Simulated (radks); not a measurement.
# Re²⁺ inside a hard spherical wall

One table from this session's results is given with a row withheld; the runs are named, their logs left out.

Method: scalar-relativistic Kohn-Sham, LDA (Slater exchange, VWN5 correlation), spin-polarised, spherical densities, finite nucleus; open shells are filled with parallel spins first. Code: radks (a radial shooting solver on a logarithmic mesh, Libxc functionals) version 1.

### The atom as given

```
element            : rhenium (Z = 75)
charge             : +2
electrons          : 73
configuration      : [Xe] 4f14 5d5
nuclear rms radius : 5.3698 fm
```

The outer shells:

Re²⁺
```
[Xe] core
4f [↑↓][↑↓][↑↓][↑↓][↑↓][↑↓][↑↓]
5d [↑ ][↑ ][↑ ][↑ ][↑ ]
```

Set-up of the first run:

Input:

```text
Z 75
configuration [Xe] 4f14 5d5 6s0 6p0 5f0
relativity scalar-relativistic
functional lda,vwn5
spin polarised
nucleus finite rms 5.3698 fm
c 137.035999084
```

Steps of the session up to this table: The free atom; Wall at 20 bohr; Wall at 10 bohr; Wall at 7 bohr; Wall at 5 bohr; Wall at 4 bohr; Wall at 3.5 bohr; Wall at 2.5 bohr; Wall at 1.5 bohr.

One of the session's tables, all rows but one given; the rest of the session is left out.

| R (bohr) | E − E(free) (eV) | ε(5d) (eV) | ε(6s, empty) (eV) | ε(6p, empty) (eV) | ε(5f, empty) (eV) |
| --- | --- | --- | --- | --- | --- |
| free | 0.000 | -22.835 | -21.212 | -14.065 | -4.332 |
| 20 | -0.000 | -22.835 | -21.212 | -14.065 | -4.332 |
| 10 | 0.000 | -22.835 | -21.212 | -14.064 | -4.006 |
| 7 | 0.005 | -22.825 | -21.192 | -13.934 | -2.609 |
| 5 | ? | ? | ? | ? | ? |
| 4 | 2.524 | -20.973 | -17.264 | -6.411 | 8.073 |
| 3.5 | 6.863 | -18.830 | -12.443 | 1.003 | 14.517 |
| 2.5 | 59.500 | -3.098 | 25.528 | 51.198 | 47.256 |
| 1.5 | 957.32 | 125.86 | 331.02 | 393.72 | 223.06 |

Q: Estimate the row for R (bohr) = 5 from the others.

Worked estimate for «E − E(free) (eV)». A straight line through the neighbours (7, 0.005) and (4, 2.524) gives 0.005 + (2.524 − 0.005) × (5 − 7) / (4 − 7) = 1.684; a parabola fitted to 4 rows on both sides gives 2.064.

The run gave: E − E(free) (eV): 0.338; ε(5d) (eV): -22.460; ε(6s, empty) (eV): -20.442; ε(6p, empty) (eV): -12.030; ε(5f, empty) (eV): 1.611. In «E − E(free) (eV)» the line misses by +1.346 and the parabola by +1.726. Between these rows the values bend or scatter more than so simple an estimate can follow.

Shells are not refilled when levels cross, and a hard wall is a model, not a crystal.
